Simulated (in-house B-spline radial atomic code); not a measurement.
# Cs⁺: ionisation energy by several methods

An exercise on one series of results from a longer session: the logs are not shown, and one member is left open.

Method: scalar-relativistic (X2C), several functionals, spin-polarised; spherical all-electron atom at the radial basis limit. Code: in-house B-spline radial atomic code version 1.

## Starting point

| Property | Result |
| --- | --- |
| element | caesium (Z = 55) |
| charge | +1 |
| electrons | 54 |
| configuration | [Kr] 4d10 5s2 5p6 |
| nucleus | Fermi, rms radius 4.804 fm |

The outer shells:

[Kr] 4d10 5s2 5p6
```
[Kr] core
4d [↑↓][↑↓][↑↓][↑↓][↑↓]
5s [↑↓]
5p [↑↓][↑↓][↑↓]
```

Where spins are not typed, each open shell is filled with up spins first.

Set-up of the first run:

The run's settings:

```ini
Z = 55
electrons = 54.0
configuration = [Kr] 4d10 5s2 5p6
hamiltonian = x2c
method = lda,pw
spin_polarised = True
nucleus = fermi
rms_radius = 4.8041
mass_number = 133
atomic_mass = 132.905451958
speed_of_light = 137.035999084
```

Steps of the session up to this table: LDA (PW92); OLYP, a GGA; PBEsol, a GGA; TPSS, a meta-GGA; SCAN, a meta-GGA; PW91, a GGA.

One table of the session follows, with a row left open; its other results are not shown here.

| method | ΔSCF (eV) |
| --- | --- |
| LDA (PW92) | 23.667 |
| OLYP | ? |
| PBEsol | 23.489 |
| PW91 | 23.527 |
| TPSS | 23.579 |
| SCAN | 23.813 |

Q: Estimate the row for OLYP from the others.

The run gave: ΔSCF (eV): 23.407. In the column «ΔSCF (eV)» it is the lowest.

Open shells are averaged (over orientations, and over spins where the run is restricted), while tables refer to the lowest levels. For the semilocal functionals minus the highest level recovers only 80 % of their own ΔSCF value, a mark of self-interaction.

Members of this set that are not shown: 12 used exact exchange with fractional occupations of an open shell, which is unsound here.
